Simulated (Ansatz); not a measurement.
**CH3BBr radical (SMILES C[B]Br): a rigid scan of the bond length C1–H4**

One table from this session's results is given with a row withheld; the runs are named, their logs left out.

Program: Ansatz 0.2.0, Gaussian basis. Level of theory: single points in def2-TZVPP. These are calculated values, not measurements.

Levels: PBE-D4, r2SCAN-D4, PBE0-D4, B3LYP-D4, wB97M-V, Hartree-Fock, MP2, CCSD, CCSD(T). The scan takes 0.968, 1.006, 1.062, 1.127, 1.200, 1.278, 1.361, 1.448, 1.539 Å.

Cores are frozen in the correlated methods. Filled d shells of the heavier atoms are correlated. Orbitals are unrestricted. B3LYP uses VWN-RPA correlation.

27 further runs of the same task are left out: 27 set aside as unsound or not needed.

## The system as given

SMILES `C[B]Br`, 6 atoms, charge 0, spin multiplicity 2.

Atoms are counted from 1 here; the program's logs count them from 0.

Bond lengths: C1–B2 1.532 Å, C1–H4 1.107 Å, C1–H5 1.096 Å, C1–H6 1.131 Å, B2–Br3 1.969 Å. Angles: B2–C1–H4 110.9°, B2–C1–H5 114.8°, B2–C1–H6 112.6°, H4–C1–H5 104.7°, H4–C1–H6 106.0°, H5–C1–H6 107.1°, C1–B2–Br3 119.2°.

Geometry (Å):

```csv
atom,x (Å),y (Å),z (Å)
C1,-0.3427,0.3142,-0.2443
B2,-0.0310,-1.0564,0.3663
Br3,1.7765,-1.4096,1.0625
H4,-1.1482,0.8236,0.3180
H5,0.4939,1.0228,-0.2360
H6,-0.7063,0.2413,-1.3126
```

The first run:

The input, pre/in.yaml:

```yaml
crystal:
  periodic: [false, false, false]
  atoms:
    - {symbol: C, position_ang: [-0.342700, 0.314200, -0.244300]}
    - {symbol: B, position_ang: [-0.031000, -1.056400, 0.366300]}
    - {symbol: Br, position_ang: [1.776500, -1.409600, 1.062500]}
    - {symbol: H, position_ang: [-1.148200, 0.823600, 0.318000]}
    - {symbol: H, position_ang: [0.493900, 1.022800, -0.236000]}
    - {symbol: H, position_ang: [-0.706300, 0.241300, -1.312600]}
basis:
  gaussian: {orbitals: def2-SVP}
magnetization: {spin_polarized: true, initial_magnetization: 1}
hamiltonian: {xc: pbe, dispersion: d4}
relax: {f_tol: 0.03, max_steps: 250}
```

No record of the launch command was kept for these runs.

Among the steps run: A first relaxation in a small basis; Relaxation at PBE0-D4; Reference energies at the minimum; C1–H4 = 0.968 Å; C1–H4 = 1.006 Å; C1–H4 = 1.062 Å; C1–H4 = 1.127 Å; C1–H4 = 1.200 Å; C1–H4 = 1.278 Å; C1–H4 = 1.361 Å; C1–H4 = 1.448 Å; C1–H4 = 1.539 Å.

One of the session's tables, all rows but one given; the rest of the session is left out.

Energies less that of the minimum at the same level (kJ/mol):

```
bond length (Å)  PBE-D4  PBE0-D4  B3LYP-D4  wB97M-V  Hartree-Fock
          0.968    36.9     34.3      33.4     33.2          31.4
          1.006    17.9     16.0      15.5     15.3          13.8
          1.062       ?        ?         ?        ?             ?
1.099 (minimum)     0.0      0.0       0.0      0.0           0.0
          1.127     0.5      1.2       1.2      1.3           1.9
          1.200    10.7     13.2      13.0     13.6          16.0
          1.278    31.5     36.0      35.3     36.7          41.4
          1.361    60.1     67.1      65.2     68.1          75.6
          1.448    93.6    103.5      99.9    105.3         115.9
          1.539   130.9    143.8     138.6    146.1         160.3
```

Estimate the missing values for bond length (Å) = 1.062.

**Answer.** PBE-D4: 3.1; PBE0-D4: 2.2; B3LYP-D4: 2.1; wB97M-V: 2.0; Hartree-Fock: 1.3.

Caveats from the session: A polynomial through the near points puts the CCSD(T) minimum at the PBE0-D4 value.
